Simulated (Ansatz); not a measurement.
# Re: LAPW beside PAW

The same cell of Re is computed with all-electron LAPW, frozen-core PAW and datasets made for this crystal, to set the results side by side.

Method: DFT PBEsol, scalar-relativistic, in Ansatz 0.2.0.

**1. Starting point**

Symmetry: R-3m, No. 166, trigonal system. Conventional cell: a = 2.768 Å, b = 2.768 Å, c = 20.096 Å, α = 90.00°, β = 90.00°, γ = 120.00°. Re (site symmetry -3m) is surrounded by 12 Re at 2.75 to 2.77 Å. Re (site symmetry 3m) is surrounded by 12 Re at 2.74 to 2.77 Å.

As a file:

```
Re
1.0
     1.38392    0.79901    6.69861
    -1.38392    0.79901    6.69861
     0.00000   -1.59802    6.69861
Re
3
Cartesian
  0.0000 0.0000 0.0000
  0.0000 0.0000 4.4648
  0.0000 0.0000 15.6311
```

Structure from a Materials Project entry, not relaxed further.

Atoms are numbered in the order of the input: Re1, Re2, Re3.

**2. All-electron LAPW**

File input.yaml:

```yaml
crystal:
  lattice:
    - [1.3839231524, 0.7990084046, 6.6986080885]
    - [-1.3839231524, 0.7990084046, 6.6986080885]
    - [0.0, -1.5980168092, 6.6986080885]
  atoms:
    - { symbol: Re, position: [0.0, 0.0, 0.0] }
    - { symbol: Re, position: [0.22217388, 0.22217388, 0.22217388] }
    - { symbol: Re, position: [0.77782612, 0.77782612, 0.77782612] }
kpoints:
  mp_grid: { grid: [15, 15, 15] }
  band_path:
    path:
      - [0.0, 0.0, 0.0]
      - [0.5, 0.5, 0.5]
      - [0.823848225, 0.176151775, 0.5]
      - [0.5, -0.176151775, 0.176151775]
      - [0.5, 0.0, 0.0]
      - [0.0, 0.0, 0.0]
      - [0.3380758875, -0.3380758875, 0.0]
      - [0.6619241125, 0.0, 0.3380758875]
      - [0.5, 0.0, 0.5]
    npoints: 14
scf:
  occupations: { method: fermi_dirac, width: 0.05 }
hamiltonian:
  xc: pbesol
  pseudopotentials: { kind: all_electron, lapw: { basis_error: 0.0005 } }
output:
  forces: true
  stress: true
  eigenvalues: true
  fatbands: true
  populations: true
  dos: { projected: true, de: 0.2, e_range: [-14, 8] }
```

Started as:

```console
ansatz run input.yaml --threads 1 --pin off --max-ram 6144MiB --backend cpu --events-out ev --progress --plain --runs-dir out
```

**3. Frozen-core PAW**

input.yaml: that of step 2 with these lines changed.

```diff
@@ -27,3 +27,3 @@
   xc: pbesol
-  pseudopotentials: { kind: all_electron, lapw: { basis_error: 0.0005 } }
+  pseudopotentials: { kind: paw }
 output:
@@ -32,4 +32,9 @@
   eigenvalues: true
-  fatbands: true
+  efg: { contact_densities: true }
   populations: true
+  bader: true
   dos: { projected: true, de: 0.2, e_range: [-14, 8] }
+  write_density: true
+  write_potential: true
+  elf: true
+  volumetric_format: npy
```

**4. Datasets made for this crystal**

input.yaml: that of step 3 with these lines changed.

```diff
@@ -22,3 +22,3 @@
       - [0.5, 0.0, 0.5]
-    npoints: 14
+    npoints: 8
 scf:
@@ -27,3 +27,3 @@
   xc: pbesol
-  pseudopotentials: { kind: paw }
+  pseudopotentials: { kind: all_electron, datasets: crystal }
 output:
@@ -33,8 +33 @@
   efg: { contact_densities: true }
-  populations: true
-  bader: true
-  dos: { projected: true, de: 0.2, e_range: [-14, 8] }
-  write_density: true
-  write_potential: true
-  elf: true
-  volumetric_format: npy
```

(Steps that only read results are left out.)

Before running it: what results should come out? Wanted: pressure; gap; largest force; Bader charges; highest ELF.

As calculated:

| quantity | value |
| --- | --- |
| pressure | LAPW -6.41, PAW -6.51, crystal datasets -6.41 GPa |
| gap (LAPW) | none |
| largest force | LAPW 0.022, PAW 0.023, crystal datasets 0.023 eV/Å |
| Bader charges (PAW) | Re1 -0.03, Re2 +0.02 e |
| highest ELF (PAW) | 0.48, 1.60 Å from Re |

At this geometry the cell is under tension of 6.4 GPa, so it would shrink if let go. The count of 135 electrons in bands leaves a band partly filled, so there is no gap. Within 0.3 eV of the Fermi level the largest projected share is Re 5d (95 %). The projection holds only the free atom's occupied shells (Re 6s, Re 5d in this range). The field gradient at Re1, the largest by crystal datasets, is -8.26 by PAW and -8.18 by crystal datasets (10²¹ V/m²), within 5 %. No spin–orbit coupling: at heavy atoms the gradients can be off by tens of per cent for that reason. PAW lies -0.11 GPa from LAPW in pressure. The forces differ by at most 1 meV/Å in a component, on a largest force of 0.022 eV/Å. The price, with the outputs that each input asks for: 12 min for LAPW against 50 s for PAW, about 14 to one. Spin-orbit coupling is left out, though the cell holds Re; in elements this heavy it can shift bands and gaps by tenths of an eV.
